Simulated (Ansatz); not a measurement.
# GaPNH (triplet): the correlation ladder at distance Ga1–N2 = 1.421 Å, cc-pVDZ

The task here is to estimate one member of a computed series from the others.

The runs use Ansatz 0.2.0, Gaussian basis; cc-pVDZ, core rule «outside noble gas», up to 20 orbitals frozen.

Plan: UHF; CCSD(T) on ROHF; CCSD(T) on UHF; BCCD(T) on ROHF; CISD; CCSDT(Q) on ROHF; CCSDT(Q) on UHF; CASSCF and MRCISD+Q, 4 electrons in 4 orbitals; CASSCF and NEVPT2, 4 electrons in 4 orbitals.

31 further runs of the same task are left out: 6 for a known fault of the program, 1 for a mislabelled method, 21 that didn't finish, 3 set aside as unsound or not needed.

## The geometry

The geometry derives from a PBE0/def2-TZVP stationary point (not a proven minimum). One bond is set to the value named and the two fragments are kept rigid. No spin-orbit coupling is included. The filled d shell of Ga may be among the frozen orbitals whatever the setting's name suggests; the logs give the count.

4 atoms, charge 0, spin multiplicity 3.

Atoms are counted from 1 here; the program's logs count them from 0.

Bond lengths: Ga1–N2 1.421 Å, Ga1–H4 1.580 Å, N2–P3 1.530 Å. Angles: N2–Ga1–H4 120.1°, Ga1–N2–P3 169.0°.

Set-up of the first run:

in.yaml

```yaml
crystal:
  periodic: [false, false, false]
  atoms:
    - {symbol: Ga, position_ang: [-0.000005, -0.359155, 0.854839]}
    - {symbol: N, position_ang: [-0.000042, -0.211465, -0.558466]}
    - {symbol: P, position_ang: [0.000015, -0.346952, -2.082208]}
    - {symbol: H, position_ang: [0.000031, 0.917572, 1.785835]}
basis:
  gaussian: {orbitals: cc-pVDZ}
magnetization: {spin_polarized: true, initial_magnetization: 2}
hamiltonian: {xc: hf}
output: {orbitals: {seedname: orbitals}}
```

Command:

```sh
> ansatz run in.yaml --threads 1 --pin off --events-out ev --progress --plain --max-ram 2393MiB
```

Among the steps run: UHF; CCSD(T) on ROHF; CCSD(T) on UHF; BCCD(T) on ROHF; CISD; CCSDT(Q) on ROHF; CCSDT(Q) on UHF; CASSCF and MRCISD+Q, 4 electrons in 4 orbitals; CASSCF and NEVPT2, 4 electrons in 4 orbitals.

One of the session's tables, all rows but one given; the rest of the session is left out.

```
       method  from UCCSDT(Q) (meV)
         ROHF               +9629.9
          UHF               +9177.9
         RMP2               +1168.6
         UMP2               +1408.4
        RCCSD                +467.6
        UCCSD                +431.4
     RCCSD(T)                 +86.7
     UCCSD(T)                     ?
      BCCD(T)                 +80.4
       RCCSDT                 +52.5
       UCCSDT                 +42.8
    RCCSDT(Q)                  +9.6
    UCCSDT(Q)                     0
  CASSCF pair               +8839.6
  NEVPT2 pair               +1109.0
  MRCISD pair               +1274.6
MRCISD+Q pair                +335.5
```

Q: Estimate the row for UCCSD(T) from the others.

The run gave: from UCCSDT(Q) (meV): +86.6. In the column «from UCCSDT(Q) (meV)» it lies between BCCD(T) (+80.4) and RCCSD(T) (+86.7).

Not comparable, so not listed: CISD (they don't share determinant, frozen orbitals or solution with the rows shown, or repeat one).

To keep in mind: Restricted and unrestricted rows rest on different reference determinants; where their highest levels disagree by more than a few hundredths of an eV, they describe different states and don't form one ladder.
